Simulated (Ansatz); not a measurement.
# CH6O2Si (SMILES C[SiH](O)O): CCSD(T)/cc-pVDZ

What is the vertical ionisation energy of CH6O2Si at CCSD(T)/cc-pVDZ? 

The calculation is run with Ansatz 0.2.0.

59 further runs of the same task are left out: 59 set aside as unsound or not needed.

## 1. The system as given

The species is CH6O2Si (10 atoms), meant as a singlet with charge 0. As SMILES, `C[SiH](O)O`. Geometry: relaxed at PBE0-D4/def2-TZVP. This is one conformer, not always the lowest.

Bond lengths: C1–Si2 1.852 Å, Si2–O3 1.647 Å, Si2–O4 1.646 Å, C1–H5 1.093 Å, C1–H6 1.093 Å, C1–H7 1.092 Å, Si2–H8 1.484 Å, O3–H9 0.958 Å, O4–H10 0.958 Å. Some angles: C1–Si2–O3 105.2°, C1–Si2–O4 112.8°, O3–Si2–O4 112.2°, C1–Si2–H8 113.0°, O3–Si2–H8 110.8°, O4–Si2–H8 103.1°, Si2–C1–H5 111.0°, Si2–C1–H6 110.6°, Si2–C1–H7 110.8°, Si2–O3–H9 117.2°.

## 2. The energy at CCSD(T)/cc-pVDZ

File molecule.yaml:

```yaml
crystal:
  periodic: [false, false, false]
  atoms:
    - {symbol: C, position_ang: [-1.293000, 0.347800, -0.146400]}
    - {symbol: Si, position_ang: [0.517500, 0.180000, 0.206800]}
    - {symbol: O, position_ang: [0.650400, -1.156000, 1.160800]}
    - {symbol: O, position_ang: [1.425000, 0.058500, -1.161600]}
    - {symbol: H, position_ang: [-1.681100, -0.549800, -0.635600]}
    - {symbol: H, position_ang: [-1.853400, 0.489100, 0.780800]}
    - {symbol: H, position_ang: [-1.484400, 1.203800, -0.797400]}
    - {symbol: H, position_ang: [1.088600, 1.369900, 0.884700]}
    - {symbol: H, position_ang: [1.521500, -1.366900, 1.499800]}
    - {symbol: H, position_ang: [1.192100, -0.627600, -1.788900]}
basis:
  gaussian: {orbitals: cc-pVDZ}
magnetization: {spin_polarized: false}
correlation: {method: ccsd_t, frozen_orbitals: {C: 1, H: 0, O: 1, Si: 5}}
accuracy: high
scf: {omitted_lower_state_checks: [cluster_reference, increment]}
```

Run with:

```bash
$ ansatz run molecule.yaml --threads 1 --pin off --max-ram 3480MiB --events-out events.jsonl --progress --plain --runs-dir runs
```

The program printed, cut to the lines that bear on the results:

```text
Warning: RAYON_NUM_THREADS=1 ignored (pool sized by the plan → 1); use --threads N
Functional definition: HF
  name "HF"
[...]
2099 factors; integrals over basis functions are off by at most 3.5e-9 eV
[...]
mean field -13064.90122782 eV, -480.1262644143 hartree, gradient 4.2e-8 eV, S^2 0.000000; 0 other end points of the search recorded, 0 dependent functions left out
8 core orbitals not correlated: weight in the atoms' cores, before any rotation towards them, 1.000 or more for the frozen orbitals, at most 0.000 for the correlated occupied ones
reference -13064.90122782 eV, -480.1262644143 hartree; 13, 13 occupied and 69, 69 virtual orbitals, 2099 factors
second order -16.89128057 eV of doubles, -0.00000000 eV of singles
cycle   1  -17.42491671 eV  change   -5.3e-1 eV  update   8.6e-2
[...]
cycle  20  -17.91237561 eV  change    1.4e-9 eV  update   2.1e-9
perturbative correction -0.39746718 eV, -0.0146066493 hartree
Total energy: -13083.21107061 eV, -480.7991387258 hartree
Checks for a lower state left out: cluster_reference, increment
```

Wall time 29 s (1 thread of Arm Neoverse V2, shared host); peak memory 0.57 GiB.

## 3. The doublet cation

molecule.yaml, as its differences from that of step 2:

```diff
@@ -14,6 +14,13 @@
 basis:
-  gaussian: {orbitals: cc-pVDZ}
-magnetization: {spin_polarized: false}
-correlation: {method: ccsd_t, frozen_orbitals: {C: 1, H: 0, O: 1, Si: 5}}
+  gaussian:
+    orbitals: cc-pVDZ
+total_charge: 1
+magnetization:
+  spin_polarized: true
+  initial_magnetization: 1
+correlation:
+  method: ccsd_t
+  frozen_orbitals: {C: 1, H: 0, O: 1, Si: 5}
 accuracy: high
-scf: {omitted_lower_state_checks: [cluster_reference, increment]}
+scf:
+  omitted_lower_state_checks: [cluster_reference, increment]
```

Run with:

```bash
$ ansatz run molecule.yaml --threads 1 --pin off --max-ram 3480MiB --events-out events.jsonl --progress --plain --runs-dir runs
```

The program printed, cut to the lines that bear on the results:

```text
Warning: RAYON_NUM_THREADS=1 ignored (pool sized by the plan → 1); use --threads N
Functional definition: HF
  name "HF"
[...]
2098 factors; integrals over basis functions are off by at most 3.5e-9 eV
[...]
mean field -13054.38979558 eV, -479.7399764044 hartree, gradient 2.7e-8 eV, S^2 0.761316; 12 other end points of the search recorded, 0 dependent functions left out
8 core orbitals not correlated: weight in the atoms' cores, before any rotation towards them, 1.000 or more for the frozen orbitals, at most 0.000 for the correlated occupied ones
reference -13054.38979558 eV, -479.7399764044 hartree; 13, 12 occupied and 69, 70 virtual orbitals, 2098 factors
second order -15.65298912 eV of doubles, -0.00000000 eV of singles
cycle   1  -16.38837721 eV  change   -7.4e-1 eV  update   1.1e-1
[...]
cycle  53  -17.40277832 eV  change  -9.4e-10 eV  update  9.9e-10
perturbative correction -0.51113189 eV, -0.0187837505 hartree
Total energy: -13072.30370579 eV, -480.3983004621 hartree
Checks for a lower state left out: cluster_reference, increment
```

It took 3.2 min on 1 thread of Arm Neoverse V2, shared host; peak memory 1.1 GiB.

## 4. What came out

At CCSD(T)/cc-pVDZ, 8 core orbitals frozen:

| quantity | value |
| --- | --- |
| singlet CH6O2Si: total energy | -480.79914 Eh |
| singlet CH6O2Si: correlation energy (8 core orbitals frozen) | -672.9 mEh |
| singlet CH6O2Si: (T) correction | -14.61 mEh |
| singlet CH6O2Si: T1 diagnostic | 0.011 |
| doublet cation: total energy | -480.39830 Eh |
| doublet cation: correlation energy (8 core orbitals frozen) | -658.3 mEh |
| doublet cation: (T) correction | -18.78 mEh |
| doublet cation: ⟨S²⟩ of the reference determinant | 0.761 |
| doublet cation: T1 diagnostic | 0.136 |
| vertical ionisation energy (to the doublet cation) | 10.907 eV |

The vertical ionisation energy comes to 10.91 eV (1052 kJ/mol). The triples (singlet CH6O2Si) make up 2.2 % of the correlation energy. The T1 diagnostic (doublet cation) of 0.136 is above the customary mark for such species, so a single reference may not serve. The triples (doublet cation) make up 2.9 % of the correlation energy.
